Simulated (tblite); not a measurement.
# C20H6O8: the cost of one run

Programs: tblite 0.8.0 and PySCF 2.14.0, with routines of our own; each step states its level. All values are computed. Atoms count from 0.

### Step 1. The system as given

34 atoms, charge 0, multiplicity 1; geometry from: force field, distance geometry or constructed start.

### Step 2. Geometry optimisation with GFN2-xTB

What the job is given:

```
{"job": {"kind": "relax", "xc": "GFN2-xTB", "basis": "xTB"}, "charge": 0, "multiplicity": 1}
O      2.947000    -3.000400     2.159100
C      3.522600    -2.189000     1.443100
C      2.804200    -1.022800     0.938700
C      3.433000     0.223300     1.005500
C      2.731800     1.390700     0.692700
C      3.486700     2.665800     0.751700
O      4.649000     2.674400     1.153700
C      1.384900     1.307400     0.306700
C      0.727500     0.053800     0.193700
C      1.469700    -1.100600     0.502800
C      0.822800    -2.392300     0.225300
O      1.404700    -3.317500    -0.310500
C     -0.674400    -2.422800     0.444400
O     -1.198700    -3.321000     1.063300
C     -1.416100    -1.268300    -0.116400
C     -2.761500    -1.371700    -0.495200
C     -3.535600    -2.635000    -0.461400
O     -4.745200    -2.635000    -0.673200
C     -3.414600    -0.229600    -0.986800
C     -2.743300     0.996800    -1.105900
C     -3.533700     2.160100    -1.596600
O     -4.660400     2.002000    -2.051900
C     -1.393700     1.082400    -0.725900
C     -0.709300    -0.051400    -0.224200
C     -0.611000     2.316200    -0.894900
O     -0.835100     3.126700    -1.771700
C      0.561500     2.499800     0.038000
O      0.756100     3.571000     0.579600
H      4.608000    -2.252700     1.240900
H      4.470200     0.281100     1.355300
H      3.020600     3.597000     0.408800
H     -3.014000    -3.582300    -0.269300
H     -4.465400    -0.301100    -1.288000
H     -3.096500     3.162900    -1.520600
```

Run with:

```sh
OMP_NUM_THREADS=2 python large_run.py task.json out
```

The driver reads the jobs from task.json and runs them one after another.

**Question.** How long does this first job take on 2 threads of Intel Xeon at 2.50GHz, shared host, and how much memory does it need?

About 7.9 s, with a peak of 0.19 GiB.
